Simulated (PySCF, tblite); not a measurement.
# C6H11OP: geometry, infrared bands and NMR shifts

Aim: predict the infrared bands and NMR shifts of C6H11OP (`CCC[P@@]1(=O)C=C1C`).

Computed with tblite 0.8.0 and PySCF 2.14.0, with density-fitted response routines of our own, on a single molecule in the gas phase. Atoms are numbered from 0 throughout.

### Step 1. The starting structure

19 atoms, charge 0, multiplicity 1; geometry from: force field or distance geometry start.

Bonds of the start (Å): C0–C1 1.51, C1–C2 1.54, C2–P3 1.77, P3–O4 1.51, P3–C5 1.73, C5–C6 1.31, C6–C7 1.44, C6–P3 1.67, C0–H8 1.09, C0–H9 1.09, C0–H10 1.11, C1–H11 1.09, C1–H12 1.11, C2–H13 1.10, C2–H14 1.10, C5–H15 1.06, C7–H16 1.09, C7–H17 1.09, C7–H18 1.09.

### Step 2. Relaxing the molecule with GFN2-xTB

Job settings and geometry (Å):

```
{"job": {"kind": "relax", "xc": "GFN2-xTB", "basis": "xTB"}, "charge": 0, "multiplicity": 1}
C     -2.145200     1.136100    -0.201800
C     -2.133600    -0.369100    -0.363800
C     -0.709200    -0.906900    -0.590200
P      0.385500    -0.649700     0.782100
O     -0.125300    -1.076000     2.142500
C      1.805300    -1.437400     0.176600
C      1.891000    -0.135800     0.284000
C      2.728200     1.033000     0.147000
H     -1.739900     1.626800    -1.088600
H     -1.576000     1.460000     0.672300
H     -3.185400     1.485400    -0.065900
H     -2.772600    -0.662100    -1.194800
H     -2.553800    -0.832700     0.557000
H     -0.780800    -1.979100    -0.801600
H     -0.311600    -0.424500    -1.493500
H      2.379500    -2.294000    -0.077800
H      3.724400     0.763200    -0.203900
H      2.284900     1.719100    -0.579600
H      2.825000     1.553000     1.104500
```

Launch:

```sh
$ OMP_NUM_THREADS=1 python probes_run.py task.json out
```

The driver reads the jobs from task.json and runs them one after another.

**Question.** This job is followed by: GFN2-xTB harmonic vibrations, gas phase; GIAO PBE0/pcSseg-1 NMR shielding, non-relativistic, gas phase. Predict these results of the whole session: strongest single infrared mode (GFN2-xTB); zero-point energy (GFN2-xTB); 13C shifts against TMS (PBE0/pcSseg-1); 1H shifts against TMS (PBE0/pcSseg-1, means over atoms taken as alike); 31P shifts against H3PO4 (PBE0/pcSseg-1); 17O shifts against H2O (PBE0/pcSseg-1).

The runs gave:

| quantity | value |
| --- | --- |
| strongest single infrared mode (GFN2-xTB) | 1271 cm⁻¹, 263 km/mol |
| zero-point energy (GFN2-xTB) | 97.1 kcal/mol |
| 13C shifts against TMS (PBE0/pcSseg-1) | 186.5, 163.6, 43.3, 19.8, 19.3, 18.9 ppm |
| 1H shifts against TMS (PBE0/pcSseg-1, means over atoms taken as alike) | 8.96, 3.05, 2.47, 2.19, 1.69, 1.38, 0.90 ppm |
| 31P shifts against H3PO4 (PBE0/pcSseg-1) | -95.9 ppm |
| 17O shifts against H2O (PBE0/pcSseg-1) | 92.8 ppm |

Over 110 steps the energy fell by 0.847 eV; of the close pairs, P3–C6 changed most, 1.667 to 1.801 Å. All 51 modes are real, so the xTB geometry is a minimum. The strongest single mode, at 1271 cm⁻¹, moves mainly O4 and P3. GFN2-xTB is a fitted tight-binding method: band positions and strengths are rough. Its intensities can rank the bands wrongly. At PBE0/pcSseg-1: Shielding is most anisotropic at P3 (span 536 ppm, paramagnetic term -550 ppm).
